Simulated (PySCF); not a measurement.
# Ca²⁺: basis, grid and Hamiltonian

The method stays; parts of the set-up, such as the basis or the Hamiltonian, are changed.

Method: method and basis as typed in the scripts; program: PySCF 2.14.0.

1 further run of the same task is left out (it didn't finish).

## 1. The atom

Ca²⁺: 1 atom, charge 2, spin multiplicity 1.

## 2. The run that the others are compared with

Contents of input.py:

```python
from pyscf import gto, scf, cc

mol = gto.M(
    atom='Ca 0 0 0',
    basis='lanl2dz',
    ecp={'Ca': 'lanl2dz'},
    charge=2,
    spin=0,
    symmetry=True,
    verbose=3,
)
mf = scf.RHF(mol)
mf.kernel()
mycc = cc.CCSD(mf)
mycc.kernel()
e = mycc.ipccsd(nroots=5)[0]
print('roots (eV) =', (e*27.211386).round(3))
mf.dip_moment()
print('orbital energies (hartree):', mf.mo_energy[..., max(0, mol.nelec[1]-3):mol.nelec[0]+3].round(4))
```

Started as:

```
$ OMP_NUM_THREADS=1 python input.py
```

The log of this run is left out.

Base result: E(SCF) = -35.610350 Eh, E(CCSD) − E(SCF) = -0.00166 Eh, ionisation roots 51.034, 51.034, 51.034, 74.887, 93.845 eV.

## 3. 3-21g (core potential off)

Run 1 changes basis set: lanl2dz → 3-21g; core potential: on → off. The core potential changes with it: totals don't compare.

Contents of input.py:

```python
from pyscf import gto, scf, cc

mol = gto.M(
    atom='Ca 0 0 0',
    basis='3-21g',
    charge=2,
    spin=0,
    symmetry=True,
    verbose=3,
)
mf = scf.RHF(mol)
mf.kernel()
mycc = cc.CCSD(mf)
mycc.kernel()
e = mycc.ipccsd(nroots=5)[0]
print('roots (eV) =', (e*27.211386).round(3))
mf.dip_moment()
print('orbital energies (hartree):', mf.mo_energy[..., max(0, mol.nelec[1]-3):mol.nelec[0]+3].round(4))
```

Started as:

```
$ OMP_NUM_THREADS=1 python input.py
```

## 4. Minao (core potential off)

Run 2 changes basis set: lanl2dz → minao; core potential: on → off. The core potential changes with it: totals don't compare.

input.py: that of step 2 with these lines changed.

```diff
@@ -4,4 +4,3 @@
     atom='Ca 0 0 0',
-    basis='lanl2dz',
-    ecp={'Ca': 'lanl2dz'},
+    basis='minao',
     charge=2,
```

## 5. Sapporo-dkh3-dzp-2012 (core potential off, X2C on)

Run 3 changes basis set: lanl2dz → sapporo-dkh3-dzp-2012; core potential: on → off; spin-free X2C: off → on. The core potential changes with it: totals don't compare.

input.py: that of step 2 with these lines changed.

```diff
@@ -4,4 +4,3 @@
     atom='Ca 0 0 0',
-    basis='lanl2dz',
-    ecp={'Ca': 'lanl2dz'},
+    basis='sapporo-dkh3-dzp-2012',
     charge=2,
@@ -12,2 +11,3 @@
 mf = scf.RHF(mol)
+mf = mf.sfx2c1e()
 mf.kernel()
```

**Question.** What will these runs give? Wanted: for each run, E(SCF); from base; gap; after the SCF.

The runs gave:

```tsv
run	E(SCF) (hartree)	from base (eV)	gap (eV)	functions	after the SCF
base	-35.610350	0	n/a	12	CCSD correlation -0.045 eV, first root 51.03 eV
3-21g (core potential off)	-672.803704	not comparable	39.79	17	CCSD correlation -0.027 eV, first root 50.73 eV
minao (core potential off)	-676.152537	not comparable	40.23	10	CCSD correlation -0.001 eV, first root 51.34 eV
sapporo-dkh3-dzp-2012 (core potential off, X2C on)	-679.008940	not comparable	39.75	26	CCSD correlation -5.678 eV, first root 50.57 eV
```

In words: Total energies from different bases, Hamiltonians or methods carry different errors, so properties are taken as differences within one set-up.
